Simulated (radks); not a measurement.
# Polarisabilities and dispersion coefficients of Be, B⁺, C²⁺ and others

Aim: static dipole polarisabilities and C6 coefficients, each species in its NIST ground configuration. After each ground state the linear response is solved; its values go to the run's result record, not to the log. Response by self-consistent Sternheimer equations with the Hartree and adiabatic exchange-only LDA kernel.

Program: radks (a radial shooting solver on a logarithmic mesh, Libxc functionals) version 1. Level of theory: non-relativistic Kohn-Sham, exchange-only LDA, spin-polarised, spherical densities, point nucleus. These are calculated values, not measurements, unless marked.

### Step 1. The atom as given

```
species : Be ([He] 2s2), B⁺ ([He] 2s2), C²⁺ ([He] 2s2), N³⁺ ([He] 2s2), O⁴⁺ ([He] 2s2), F⁵⁺ ([He] 2s2), Ne⁶⁺ ([He] 2s2), Mg⁸⁺ ([He] 2s2)
```

### Step 2. Be, [He] 2s2

Input:

```text
Z 4
configuration [He] 2s2
relativity non-relativistic
functional lda,
spin polarised
nucleus point
response adiabatic LDA kernel
```

### Step 3. B⁺, [He] 2s2

Input: that of step 2 with these lines changed.

```diff
@@ -1,2 +1,2 @@
-Z 4
+Z 5
 configuration [He] 2s2
```

### Step 4. C²⁺, [He] 2s2

Input: that of step 3 with these lines changed.

```diff
@@ -1,2 +1,2 @@
-Z 5
+Z 6
 configuration [He] 2s2
```

### Step 5. N³⁺, [He] 2s2

Input: that of step 4 with these lines changed.

```diff
@@ -1,2 +1,2 @@
-Z 6
+Z 7
 configuration [He] 2s2
```

### Step 6. O⁴⁺, [He] 2s2

Input: that of step 5 with these lines changed.

```diff
@@ -1,2 +1,2 @@
-Z 7
+Z 8
 configuration [He] 2s2
```

### Step 7. F⁵⁺, [He] 2s2

Input: that of step 6 with these lines changed.

```diff
@@ -1,2 +1,2 @@
-Z 8
+Z 9
 configuration [He] 2s2
```

### Step 8. Ne⁶⁺, [He] 2s2

Input: that of step 7 with these lines changed.

```diff
@@ -1,2 +1,2 @@
-Z 9
+Z 10
 configuration [He] 2s2
```

### Step 9. Mg⁸⁺, [He] 2s2

Input: that of step 8 with these lines changed.

```diff
@@ -1,2 +1,2 @@
-Z 10
+Z 12
 configuration [He] 2s2
```

**Question.** What will these runs give? Wanted: for each run, species; −ε(HOMO); α; α uncoupled; C6; C8; recommended α.

As calculated:

```
species  −ε(HOMO) (eV)  α (bohr³)  α uncoupled (bohr³)  C6 (hartree bohr⁶)  C8 (hartree bohr⁸)  recommended α (bohr³)
     Be          4.627      47.13                88.52               295.1               16953                  37.74
     B⁺         18.149      10.95                20.98               30.11               597.8                      -
    C²⁺         38.702      4.263                8.158               6.585               64.46                      -
    N³⁺         66.150      2.101                4.006               2.068               11.75                      -
    O⁴⁺         100.45      1.190                2.260              0.8081               2.936                      -
    F⁵⁺         141.58     0.7387                1.399              0.3659              0.9078                      -
   Ne⁶⁺         189.53     0.4901               0.9255              0.1844              0.3278                      -
   Mg⁸⁺         305.87     0.2478               0.4659             0.05876             0.05935                      -
```

Uncoupled leaves out the potential induced by the response; C6 and C8 are for like pairs. Be is the most polarisable and Mg⁸⁺ the least, a factor 190 apart. For the pair Be–Mg⁸⁺ the Casimir-Polder integral gives C6 = 2.766, the rule 2·Ca·Cb/(Ca·αb/αa + Cb·αa/αb) on the like-pair values 2.725. Against the recommended values (Schwerdtfeger and Nagle, 2023 table) the misses are Be +25 %. C8 is given only where no p, d or f shell is open.
